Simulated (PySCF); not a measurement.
# Pt(OH)2: triplet, from a PBE0 minimum start

The task is one start of a wider search on Pt(OH)2: the triplet, from a PBE0 minimum start. It is relaxed, tested by its Hessian and followed downhill if it is a saddle.

Method: PBE0, basis Pt def2-SVP with ECP60, O def2-SVP, H def2-SVP, scalar-relativistic core potentials, no spin–orbit coupling, density fitting; program: PySCF 2.14.0.

## (1) Where the work starts

5 atoms, charge 0, spin multiplicity 3.

Bond lengths: Pt1–O2 1.859 Å, Pt1–O3 1.859 Å, O2–H4 0.965 Å, O3–H5 0.965 Å. Angles: O2–Pt1–O3 173.8°, Pt1–O2–H4 124.0°, Pt1–O3–H5 124.0°.

```xyz
5
charge 0 multiplicity 3
Pt    0.0000    0.0000   -0.0273
O     1.8513   -0.1406    0.0735
O    -1.8512    0.1408    0.0740
H     2.3162   -0.7053    0.7030
H    -2.3159    0.7065    0.7028
```

## (2) First SCF at the start

The steps below are one call of a driver around PySCF. For each, scf.py gives the equivalent set-up of the SCF; relaxations use the driver's own optimiser. After this first run the driver tries any further starts and a stability analysis.

File scf.py:

```python
from pyscf import gto, scf, dft
mol = gto.M(atom='''
Pt    -0.000006    -0.000023    -0.027271
O      1.851280    -0.140635     0.073495
O     -1.851249     0.140759     0.074030
H      2.316189    -0.705283     0.703029
H     -2.315897     0.706461     0.702810''',
    basis={'Pt': 'def2-SVP', 'O': 'def2-SVP', 'H': 'def2-SVP'},
    ecp={'Pt': 'def2-SVP'},
    charge=0, spin=2)
mf = dft.UKS(mol, xc='PBE0')
mf.grids.atom_grid = (50, 194)
aux = {'Pt': 'def2-universal-JKFIT', 'O': 'def2-universal-JKFIT', 'H': 'def2-universal-JKFIT'}
mf = mf.density_fit(auxbasis=aux)
mf.conv_tol = 1e-08
mf.diis_space = 10
mf.max_cycle = 60
mf.init_guess = 'minao'
mf.verbose = 4
mf.kernel()
```

On the command line:

```sh
OMP_NUM_THREADS=2 python axn.py task.json out
```

After this run come: Relaxation: PBE0 minimum start, triplet; Hessian and properties.

**Question.** What will these runs give? Wanted: minimum; geometry; wavenumbers; dipole moment; highest occupied, lowest empty level; polar-tensor charge of Pt1; zero-point energy; atomisation energy; ⟨S²⟩.

The runs gave:

| quantity | value |
| --- | --- |
| minimum | triplet, C2 |
| geometry | O–H 0.965 Å (×2), Pt–O 1.859 Å (×2); H–O–Pt 124.0° (×2), O–Pt–O 173.7° |
| wavenumbers (cm⁻¹) | 159 (a), 227 (b), 334 (a), 605 (b), 613 (a), 713 (a), 726 (b), 3887 (b), 3890 (a) |
| dipole moment | 1.85 D |
| highest occupied, lowest empty level (either spin) | -7.45, -3.78 eV |
| polar-tensor charge of Pt1 | +0.65 e |
| zero-point energy | 66.7 kJ/mol |
| entropy at 298.15 K | 300.8 J/(mol K) |
| atomisation energy (no zero-point energy) | 1483 kJ/mol |
| ⟨S²⟩ | 2.008 |

What this shows: The molecule stays C2, as typed, and the end point is a minimum. The strongest infrared band lies at 605 cm⁻¹ (b). Most of the spin sits on Pt1 (Mulliken spin 1.27, against 2 for the whole molecule). Other starts or spin states, not run here, may lie lower. Open d and f shells are described by one determinant, and the ground state may have another occupation or spin. Spin–orbit coupling, left out here, can matter for elements this heavy.
